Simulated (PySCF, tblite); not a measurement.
**C4H6BF3: geometry, infrared bands and NMR shifts**

Wanted: the infrared bands and NMR shifts of C4H6BF3 (`BC(=C)CC(F)(F)F`), by calculation.

Programs: tblite 0.8.0 and PySCF 2.14.0, with density-fitted response routines of our own. Each step states its level of theory. These are calculated values for one molecule in the gas phase, unless marked as measured. Atoms count from 0, in the outputs and in this text.

### 1 The starting structure

14 atoms, charge 0, multiplicity 1; geometry from: force field or distance geometry start.

Bonds of the start (Å): B0–C1 1.53, C1–C2 1.33, C1–C3 1.50, C3–C4 1.52, C4–F5 1.40, C4–F6 1.36, C4–F7 1.40, B0–H8 1.19, B0–H9 1.19, C2–H10 1.10, C2–H11 1.10, C3–H12 1.09, C3–H13 1.11.

### 2 Geometry optimisation with GFN2-xTB

What the job is given:

```
{"job": {"kind": "relax", "xc": "GFN2-xTB", "basis": "xTB"}, "charge": 0, "multiplicity": 1}
B     -1.001900     1.479900    -0.010300
C     -0.782900    -0.036500    -0.050000
C     -1.646100    -0.954700     0.374400
C      0.530800    -0.525900    -0.580900
C      1.705700    -0.015100     0.230000
F      1.664000     1.380300     0.138800
F      1.688300    -0.421600     1.526700
F      2.851000    -0.495600    -0.407600
H     -0.403800     2.180600     0.740100
H     -1.690600     1.979000    -0.844500
H     -1.368700    -2.014000     0.293800
H     -2.636300    -0.708600     0.775200
H      0.600100    -0.209400    -1.619600
H      0.489700    -1.638800    -0.588200
```

The run is started by

```sh
OMP_NUM_THREADS=1 python probes_run.py task.json out
```

This one command runs all jobs of the session in turn.

**Question.** This job is followed by: GFN2-xTB harmonic vibrations, gas phase; GIAO PBE0/pcSseg-1 NMR shielding, non-relativistic, gas phase. What will the session give for the following? strongest single infrared mode (GFN2-xTB); zero-point energy (GFN2-xTB); ¹³C shifts against TMS (PBE0/pcSseg-1); ¹H shifts against TMS (PBE0/pcSseg-1, means over atoms taken as alike); ¹¹B shifts against BF3·OEt2 (PBE0/pcSseg-1); ¹⁹F shifts against CFCl3 (PBE0/pcSseg-1, means over atoms taken as alike).

As calculated:

| quantity | value |
| --- | --- |
| strongest single infrared mode (GFN2-xTB) | 1049 cm⁻¹, 306 km/mol |
| zero-point energy (GFN2-xTB) | 58.3 kcal/mol |
| ¹³C shifts against TMS (PBE0/pcSseg-1) | 163.5, 155.9, 135.1, 49.1 ppm |
| ¹H shifts against TMS (PBE0/pcSseg-1, means over atoms taken as alike) | 7.08, 7.05, 6.88, 3.21 ppm |
| ¹¹B shifts against BF3·OEt2 (PBE0/pcSseg-1) | 75.2 ppm |
| ¹⁹F shifts against CFCl3 (PBE0/pcSseg-1, means over atoms taken as alike) | -82.1 ppm |

**Reading.** Relaxing lowered the energy by 0.600 eV in 136 steps; the close pair that moved most is C4–F5, from 1.399 to 1.341 Å. All 36 modes are real, so the xTB geometry is a minimum. The strongest single mode, at 1049 cm⁻¹, moves mainly C4. GFN2-xTB is a fitted tight-binding method: band positions and strengths are rough. Its intensities can rank the bands wrongly. C2 (terminal =CH2 carbon) lies farthest downfield among carbon, at 163.5 ppm; an sp2 carbon of a C=C bond. At PBE0/pcSseg-1: Shielding is most anisotropic at C1 (span 271 ppm, paramagnetic term -228 ppm).
